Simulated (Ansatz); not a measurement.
# BH₃SSeSi: basis-set convergence

One table from this session's results is given with a row withheld; the runs are named, their logs left out.

Method: one geometry, several basis sets; program: Ansatz 0.2.0, Gaussian basis.

Levels to be run: PBE0-D4/def2-SVP; ωB97M-V/def2-SVP; PBE0-D4/def2-QZVPP; ωB97M-V/def2-QZVPP; the functionals' def2-TZVPP values are taken from earlier runs.

### The geometry

The geometry comes from an earlier relaxation with PBE0-D4 in a triple-zeta def2 set; it is a stationary point, not always the lowest conformer.

SMILES `[SeH][SiH]1BS1`, 7 atoms, charge 0, spin multiplicity 1.

Atoms are counted from 1 here; the program's logs count them from 0.

Bond lengths: Se1–Si2 2.262 Å, Se1–H5 1.470 Å, Si2–B3 1.926 Å, Si2–S4 2.172 Å, Si2–H6 1.479 Å, B3–S4 1.767 Å, B3–H7 1.184 Å. Angles: Si2–Se1–H5 93.1°, Se1–Si2–B3 122.9°, Se1–Si2–S4 118.6°, Se1–Si2–H6 110.7°, B3–Si2–S4 50.6°, B3–Si2–H6 125.2°, S4–Si2–H6 112.6°, Si2–B3–S4 71.9°, Si2–B3–H7 154.9°, S4–B3–H7 133.1°, Si2–S4–B3 57.4°.

Set-up of the first run:

The input, in.yaml:

```yaml
crystal:
  periodic: [false, false, false]
  atoms:
    - {symbol: Se, position_ang: [-1.418725, 1.326576, -1.082996]}
    - {symbol: Si, position_ang: [0.307995, 0.255533, -0.088094]}
    - {symbol: B, position_ang: [0.083889, -0.889087, 1.444846]}
    - {symbol: S, position_ang: [0.265624, -1.913847, 0.017212]}
    - {symbol: H, position_ang: [-0.687763, 1.500607, -2.346088]}
    - {symbol: H, position_ang: [1.601400, 0.775430, -0.583048]}
    - {symbol: H, position_ang: [-0.091120, -1.123314, 2.592466]}
basis:
  gaussian: {orbitals: def2-SVP}
hamiltonian: {xc: pbe0, dispersion: d4}
output: {orbitals: {seedname: orbitals}}
```

On the command line:

```bash
ansatz run in.yaml --threads 2 --pin off --events-out ev --progress --plain --max-ram 4352MiB
```

Among the steps run: PBE0-D4 in def2-SVP; ωB97M-V in def2-SVP; PBE0-D4 in def2-QZVPP; ωB97M-V in def2-QZVPP.

One table of the session follows, with a row left open; its other results are not shown here.

It belongs to the step «Functionals by basis». 

```
functional       basis  HOMO (eV)  LUMO (eV)
   PBE0-D4    def2-SVP      -7.00      -1.88
   PBE0-D4  def2-TZVPP          ?          ?
   PBE0-D4  def2-QZVPP      -7.05      -2.03
   ωB97M-V    def2-SVP      -9.00       0.23
   ωB97M-V  def2-TZVPP      -9.06       0.00
   ωB97M-V  def2-QZVPP      -9.08      -0.08
```

Estimate the missing values for PBE0-D4, def2-TZVPP.

As computed: HOMO (eV): -7.04; LUMO (eV): -2.00. In the column «HOMO (eV)» it lies between PBE0-D4, def2-QZVPP (-7.05) and PBE0-D4, def2-SVP (-7.00).
